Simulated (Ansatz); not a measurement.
What does this script print? It uses Ansatz 0.2.0 through its Python package.

The script, `k3ag_restart.py`:
```python
# -*- coding: utf-8 -*-
"""Start a denser mesh for K3Ag from a saved density."""

import warnings

import ansatz as az


def main():
    warnings.simplefilter("ignore", az.DeckWarning)

    lattice = az.Lattice.of(
        [5.77775, 0.0, 0.0],
        [0.0, 5.77775, 0.0],
        [0.0, 0.0, 5.77775],
    )
    sites = [
        ("K", [0.5, 0.0, 0.0]),
        ("K", [0.0, 0.5, 0.0]),
        ("K", [0.0, 0.0, 0.5]),
        ("Ag", [0.5, 0.5, 0.5]),
    ]
    structure = az.Crystal(lattice=lattice)
    for symbol, position in sites:
        structure = structure.atom(symbol, position)

    base = (
        structure.calculation()
        .functional("pbesol")
        .pseudopotentials("paw")
        .occupations("fermi_dirac", width=100 * az.meV)
    )
    coarse = base.kpoints(*(2, 2, 2)).checkpoint(write="k3ag.run").run().report
    warm = base.kpoints(*(4, 4, 4)).checkpoint(read="k3ag.run").run().report
    cold = base.kpoints(*(4, 4, 4)).run().report
    for label, report in (("coarse", coarse), ("fine, from the saved density", warm), ("fine, fresh start", cold)):
        print(f"{label:30s} F = {report['free_energy_ev']:.5f} eV  iterations {report['n_iterations']}")


if __name__ == "__main__":
    main()
```

Running `python k3ag_restart.py` prints:
```text
coarse                         F = -12069.64699 eV  iterations 7
fine, from the saved density   F = -12069.60527 eV  iterations 8
fine, fresh start              F = -12069.60527 eV  iterations 6
```

Absolute energies stand on the zero of these potentials, so only differences at equal settings mean something. A total without «per atom» is that of the cell as typed. For a metal this k-point mesh is coarse: on a finer one energies can move by several to tens of meV an atom and pressures by half a GPa or more, differences at one mesh by less. This cell is a computed structure, which may not be the phase found in nature. Timing: 2.7 s on 1 thread of AMD EPYC 9R45 96-Core Processor (Zen 5), on a shared host, peak memory 0.46 GiB.
